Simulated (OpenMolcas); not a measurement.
**CH5GaO (SMILES C[O][GaH2]), step by step**

Aim: the energy (HF/ANO-RCC-MB), then a single-point energy (CASSCF(2,2)/ANO-RCC-VDZP), then an energy scan (CASPT2(2,2)/ANO-RCC-VDZP), then the energy along one coordinate (SC-NEVPT2(2,2)/ANO-RCC-VDZP), then the energy along one coordinate (MC-PDFT[tPBE](2,2)/ANO-RCC-VDZP) of CH5GaO. 

Program for the calculation: OpenMolcas 26.06.

**1. The molecule**

The species is CH5GaO (8 atoms), meant as a singlet with charge 0. SMILES: `C[O][GaH2]`. Geometry: relaxed at PBE0-D4/def2-TZVP.

Bond lengths: C1–O2 1.402 Å, O2–Ga3 1.782 Å, C1–H4 1.096 Å, C1–H5 1.099 Å, C1–H6 1.096 Å, Ga3–H7 1.565 Å, Ga3–H8 1.555 Å. Angles: C1–O2–Ga3 123.8°, O2–C1–H4 110.0°, O2–C1–H5 113.2°, O2–C1–H6 110.0°, O2–Ga3–H7 115.8°, O2–Ga3–H8 113.9°, H4–C1–H5 107.8°, H4–C1–H6 107.8°, H5–C1–H6 107.8°, H7–Ga3–H8 130.3°.

**2. A single-point energy at HF/ANO-RCC-MB (DKH2) (run 1)**

Contents of mol.xyz:

```xyz
8

C     -0.616800     0.972600    -0.422900
O     -0.705300    -0.273500     0.213500
Ga     0.703200    -1.302000     0.579300
H     -1.200200     0.962000    -1.350600
H      0.414200     1.256200    -0.676600
H     -1.030600     1.754200     0.224300
H      2.093900    -0.732800     0.142900
H      0.341700    -2.636700     1.290100
```

Contents of step1.inp:

```
* CH5GaO Hartree-Fock
&gateway
coord=mol.xyz
basis=ANO-RCC-MB
group=NoSym
&seward
&scf
prorbitals=0
&localisation
occupied
freeze
pipek-mezey
&localisation
fileorb=$Project.LocOrb
virtual
pipek-mezey
```

Run with:

```
export MOLCAS_MEM=1860
pymolcas step1.inp > step1.log
```

Output:

```text
--- Start Module: gateway ---
[...]
--- Stop Module: gateway /rc=_RC_ALL_IS_WELL_ ---
[...]
      Basis functions           33
[...]
       Convergence after  10 Iterations
[...]
::    Total SCF energy                              -2057.7001316799
[...]
      Total spin, S                                     0.0000000000
[...]
      Total electronic charge=   50.000000
      Total            charge=   -0.000000
[...]
      Dipole Moment (debye):
      Origin of the operator (angstrom)=    0.2983   -0.8026    0.3717
                   X=  1.4057E+00               Y=  2.3804E-01               Z= -2.7118E-01           Total=  1.4513E+00
      Quadrupole Moment (debye*angstrom):
[...]
--- Start Module: localisation ---
[...]
--- Stop Module: localisation /rc=_RC_ALL_IS_WELL_ ---
--- Start Module: localisation ---
[...]
--- Stop Module: localisation /rc=_RC_ALL_IS_WELL_ ---
[...]
```

Wall time 4.2 s (1 thread of Intel Xeon 6975P-C (Granite Rapids), shared host); peak memory 0.41 GiB.

**3. The energy at CASSCF(2,2)/ANO-RCC-VDZP (DKH2, RICD fitting) (run 2)**

mol.xyz is that of step 2.

Contents of step2.inp:

```
&GATEWAY
 Coord=mol.xyz
 Basis=ANO-RCC-MB
 Group=NoSym

&SEWARD

&RASSCF
 FileOrb=$CurrDir/step1.LocOrb
 Alter=2
 1 19 25
 1 26 33
 Spin=1
 Nactel=2 0 0
 Inactive=24
 Ras2=2
 OrbListing=Nothing
>>> COPY $Project.RunFile RUNFIL1
>>> COPY $Project.RasOrb INPORB

&GATEWAY
 Coord=mol.xyz
 Basis=ANO-RCC-VDZP
 Group=NoSym
 RICD

&SEWARD
>>> COPY $Project.RunFile RUNFIL2

&EXPBAS

&RASSCF
 FileOrb=$Project.ExpOrb
 Spin=1
 Nactel=2 0 0
 Inactive=24
 Ras2=2
 OrbListing=Nothing
 OrbAppear=Compact
```

Run with:

```
export MOLCAS_MEM=1860
pymolcas step2.inp > step2.log
```

Output:

```text
--- Start Module: gateway ---
[...]
--- Stop Module: gateway /rc=_RC_ALL_IS_WELL_ ---
[...]
      Basis functions           33
[...]
      Number of active orbitals                  2
[...]
      Spin quantum number                      0.0
[...]
      Active orbitals                            2
[...]
      Number of CSFs                             3
[...]
      Number of root(s) required                 1
[...]
      Convergence after 13 iterations
[...]
      printout of CI-coefficients larger than  0.05 for root  1
      energy=   -2057.718852
      conf/sym  11     Coeff  Weight
             1  20   0.99447 0.98898
             3  02  -0.10499 0.01102
      Natural orbitals and occupation numbers for root  1
      sym 1:   1.977953   0.022047
      ************************************************************************************************************************
      *                                                    Final results                                                     *
[...]
::    RASSCF root number  1 Total energy:  -2057.71885231
[...]
      Basis functions           80
[...]
--- Start Module: expbas ---
[...]
--- Stop Module: expbas /rc=_RC_ALL_IS_WELL_ ---
--- Start Module: rasscf ---
[...]
      Convergence after 18 iterations
[...]
      Natural orbitals and occupation numbers for root  1
      sym 1:   1.979984   0.020016
      ************************************************************************************************************************
      *                                                    Final results                                                     *
[...]
::    RASSCF root number  1 Total energy:  -2057.90879440
[...]
      Total electronic charge=   50.000000
      Total            charge=   -0.000000
[...]
      Dipole Moment (debye):
      Origin of the operator (angstrom)=    0.2983   -0.8026    0.3717
                   X=  1.6327E+00               Y= -2.9794E-02               Z= -1.6080E-01           Total=  1.6409E+00
      Quadrupole Moment (debye*angstrom):
[...]
--- Stop Module: rasscf /rc=_RC_ALL_IS_WELL_ ---
[...]
```

Wall time 11 s (1 thread of Intel Xeon 6975P-C (Granite Rapids), shared host); peak memory 0.41 GiB.

**4. An energy scan at CASPT2(2,2)/ANO-RCC-VDZP (DKH2, RICD fitting, ipea shift 0.25 Eh, pt2 variant SS) (run 3)**

Contents of step3.inp:

```
* CH5GaO CASPT2
>>> EXPORT MOLCAS_PRINT=2
>>> COPY $CurrDir/step2.RasOrb $Project.RasOrb
>>> ForEach K in (1, 2, 3, 4, 5, 6, 7, 8, 9)

&GATEWAY
  Coord = $CurrDir/point$K.xyz
  Basis = ANO-RCC-VDZP
  Group = NoSym
  RICD

&SEWARD

&RASSCF
  FileOrb = $Project.RasOrb
  Spin = 1
  Nactel = 2 0 0
  Inactive = 24
  Ras2 = 2
  OrbListing = Nothing
  OrbAppear = Compact

&CASPT2
  Imaginary = 0.2
  Frozen = 11
>>> EndDo
```

Run with:

```
export MOLCAS_MEM=1860
pymolcas step3.inp > step3.log
```

Output:

```text
[...]
      Basis functions           80
[...]
      Number of active orbitals                  2
[...]
      Spin quantum number                      0.0
[...]
      Active orbitals                            2
[...]
      Number of CSFs                             3
[...]
      Number of root(s) required                 1
[...]
      Convergence after 12 iterations
[...]
      Natural orbitals and occupation numbers for root  1
      sym 1:   1.988468   0.011532
      ************************************************************************************************************************
      *                                                    Final results                                                     *
[...]
::    RASSCF root number  1 Total energy:  -2057.88768080
[...]
::    CASPT2 Root  1     Total energy:  -2058.49236780
[...]
      Convergence after 13 iterations
[...]
      Natural orbitals and occupation numbers for root  1
      sym 1:   1.979984   0.020016
      ************************************************************************************************************************
      *                                                    Final results                                                     *
[...]
      Convergence after 15 iterations
[...]
      Natural orbitals and occupation numbers for root  1
      sym 1:   1.613386   0.386614
      ************************************************************************************************************************
      *                                                    Final results                                                     *
[...]
      Convergence after 12 iterations
[...]
      Natural orbitals and occupation numbers for root  1
      sym 1:   1.335119   0.664881
      ************************************************************************************************************************
      *                                                    Final results                                                     *
[...]
      Convergence after 10 iterations
[...]
      Natural orbitals and occupation numbers for root  1
      sym 1:   1.136774   0.863226
      ************************************************************************************************************************
      *                                                    Final results                                                     *
[...]
::    RASSCF root number  1 Total energy:  -2057.77969755
[...]
::    CASPT2 Root  1     Total energy:  -2058.35324038
[...]
      Convergence after 11 iterations
[...]
::    RASSCF root number  1 Total energy:  -2057.77916363
[...]
::    CASPT2 Root  1     Total energy:  -2058.35081386
[...]
```

It took 57 s on 1 thread of Intel Xeon 6975P-C (Granite Rapids), shared host; peak memory 0.24 GiB.

The scan, from its lowest point:

| O2–C1 (Å) | energy (kJ/mol) |
| --- | --- |
| 1.262 | 55.2 |
| 1.402 | 0.0 |
| 1.542 | 20.4 |
| 1.752 | 103.7 |
| 2.033 | 227.3 |
| 2.383 | 339.2 |
| 2.804 | 399.5 |
| 3.365 | 420.5 |
| 4.206 | 426.8 |

**5. The energy along one coordinate at SC-NEVPT2(2,2)/ANO-RCC-VDZP (DKH2, RICD fitting, pt2 variant SC-NEVPT2) (run 4)**

Contents of step4.inp:

```
* CH5GaO NEVPT2
>>> COPY $CurrDir/step2.RasOrb $Project.RasOrb
>>> ForEach K in (1, 2, 3, 4, 5, 6, 7, 8, 9)

&GATEWAY
 Coord=$CurrDir/point$K.xyz
 Basis=ANO-RCC-VDZP
 Group=NoSym
 RICD

&SEWARD

&RASSCF
 FileOrb=$Project.RasOrb
 Spin=1
 Nactel=2 0 0
 Inactive=24
 Ras2=2
 OrbListing=Nothing
 OrbAppear=Compact

&CASPT2
 SC-NEVPT2
 Frozen=11
>>> EndDo
```

Run with:

```
export MOLCAS_MEM=1860
pymolcas step4.inp > step4.log
```

Output:

```text
[...]
      Basis functions           80
[...]
      Number of active orbitals                  2
[...]
      Spin quantum number                      0.0
[...]
      Active orbitals                            2
[...]
      Number of CSFs                             3
[...]
      Number of root(s) required                 1
[...]
      Convergence after 12 iterations
[...]
      printout of CI-coefficients larger than  0.05 for root  1
      energy=   -2057.887681
      conf/sym  11     Coeff  Weight
             1  20   0.99711 0.99423
             3  02  -0.07594 0.00577
      Natural orbitals and occupation numbers for root  1
      sym 1:   1.988468   0.011532
      ************************************************************************************************************************
      *                                                    Final results                                                     *
[...]
::    RASSCF root number  1 Total energy:  -2057.88768080
[...]
      E2 (Variational):          -0.6011874938
[...]
::    SC-NEVPT2 Root  1     Total energy:  -2058.48876334
[...]
      Convergence after 13 iterations
[...]
      Natural orbitals and occupation numbers for root  1
      sym 1:   1.979984   0.020016
      ************************************************************************************************************************
      *                                                    Final results                                                     *
[...]
      Convergence after 15 iterations
[...]
      Natural orbitals and occupation numbers for root  1
      sym 1:   1.613386   0.386614
      ************************************************************************************************************************
      *                                                    Final results                                                     *
[...]
      Convergence after 12 iterations
[...]
      Natural orbitals and occupation numbers for root  1
      sym 1:   1.335119   0.664881
      ************************************************************************************************************************
      *                                                    Final results                                                     *
[...]
      Convergence after 10 iterations
[...]
::    RASSCF root number  1 Total energy:  -2057.77969755
[...]
::    SC-NEVPT2 Root  1     Total energy:  -2058.34717348
[...]
      Convergence after 11 iterations
[...]
::    RASSCF root number  1 Total energy:  -2057.77916363
[...]
      E2 (Variational):          -0.5659716016
[...]
      Reference weight:           0.86516
[...]
::    SC-NEVPT2 Root  1     Total energy:  -2058.34513523
[...]
```

Wall time 53 s (1 thread of Intel Xeon 6975P-C (Granite Rapids), shared host); peak memory 0.24 GiB.

The scan, from its lowest point:

| O2–C1 (Å) | energy (kJ/mol) |
| --- | --- |
| 1.262 | 61.2 |
| 1.402 | 0.0 |
| 1.542 | 15.1 |
| 1.752 | 95.5 |
| 2.033 | 225.6 |
| 2.383 | 349.1 |
| 2.804 | 412.7 |
| 3.365 | 432.9 |
| 4.206 | 438.3 |

**6. The energy along one coordinate at MC-PDFT[tPBE](2,2)/ANO-RCC-VDZP (DKH2, RICD fitting) (run 5)**

Contents of step5.input:

```
* CH5GaO MC-PDFT
>>> EXPORT MOLCAS_PRINT=2
>>> COPY $CurrDir/step2.RasOrb $Project.RasOrb
>>> ForEach K in (1, 2, 3, 4, 5, 6, 7, 8, 9)

&gateway
 coord=$CurrDir/point$K.xyz
 basis=ANO-RCC-VDZP
 group=NoSym
 ricd

&seward

&rasscf
 fileorb=$Project.RasOrb
 spin=1
 nactel=2 0 0
 inactive=24
 ras2=2
 orblisting=Nothing
 orbappear=Compact

&mcpdft
 ksdft=T:PBE
>>> EndDo
```

Run with:

```
export MOLCAS_MEM=1860
pymolcas step5.input > step5.log
```

Output:

```text
--- Start Module: gateway ---
[...]
      Basis functions           80
[...]
      Number of active orbitals                  2
[...]
      Spin quantum number                      0.0
[...]
      Active orbitals                            2
[...]
      Number of CSFs                             3
[...]
      Number of root(s) required                 1
[...]
      Convergence after 12 iterations
[...]
      printout of CI-coefficients larger than  0.05 for root  1
      energy=   -2057.887681
      conf/sym  11     Coeff  Weight
             1  20   0.99711 0.99423
             3  02  -0.07594 0.00577
      Natural orbitals and occupation numbers for root  1
      sym 1:   1.988468   0.011532
      ************************************************************************************************************************
      *                                                    Final results                                                     *
[...]
::    RASSCF root number  1 Total energy:  -2057.88768080
[...]
::    MCPDFT root number  1 Total energy:  -2059.78955486
[...]
      Convergence after 13 iterations
[...]
      Natural orbitals and occupation numbers for root  1
      sym 1:   1.979984   0.020016
      ************************************************************************************************************************
      *                                                    Final results                                                     *
[...]
      Convergence after 15 iterations
[...]
      Natural orbitals and occupation numbers for root  1
      sym 1:   1.613386   0.386614
      ************************************************************************************************************************
      *                                                    Final results                                                     *
[...]
      Convergence after 12 iterations
[...]
      Natural orbitals and occupation numbers for root  1
      sym 1:   1.335119   0.664881
      ************************************************************************************************************************
      *                                                    Final results                                                     *
[...]
      Convergence after 10 iterations
[...]
::    RASSCF root number  1 Total energy:  -2057.77969755
[...]
::    MCPDFT root number  1 Total energy:  -2059.63891662
[...]
      Convergence after 11 iterations
[...]
::    RASSCF root number  1 Total energy:  -2057.77916363
[...]
      Total electronic charge=   50.000000
      Total            charge=   -0.000000
[...]
::    MCPDFT root number  1 Total energy:  -2059.63790639
[...]
```

It took 59 s on 1 thread of Intel Xeon 6975P-C (Granite Rapids), shared host; peak memory 0.24 GiB.

The scan, from its lowest point:

```
O2–C1 (Å)  energy (kJ/mol)
    1.262             51.6
    1.402              0.0
    1.542             21.8
    1.752            106.5
    2.033            235.3
    2.383            359.7
    2.804            427.3
    3.365            447.1
    4.206            449.8
```

**7. What came out**

```
                                                         quantity           value
                               run 1, HF/ANO-RCC-MB: total energy  -2057.70013 Eh
                              run 1, HF/ANO-RCC-MB: dipole moment          1.45 D
                                run 1, HF/ANO-RCC-MB: HOMO energy       -11.83 eV
                                run 1, HF/ANO-RCC-MB: LUMO energy         1.40 eV
                              run 1, HF/ANO-RCC-MB: HOMO–LUMO gap        13.23 eV
                    run 2, CASSCF(2,2)/ANO-RCC-VDZP: total energy  -2057.90879 Eh
  run 2, CASSCF(2,2)/ANO-RCC-VDZP: dipole moment (CASSCF density)          1.64 D
       run 3, CASPT2(2,2)/ANO-RCC-VDZP: lowest energy of the scan  -2058.51339 Eh
    run 4, SC-NEVPT2(2,2)/ANO-RCC-VDZP: lowest energy of the scan  -2058.51207 Eh
run 5, MC-PDFT[tPBE](2,2)/ANO-RCC-VDZP: lowest energy of the scan  -2059.80923 Eh
```

In words: Mulliken charges (run 1, HF/ANO-RCC-MB) run from -0.66 on O2 to +0.72 on Ga3.
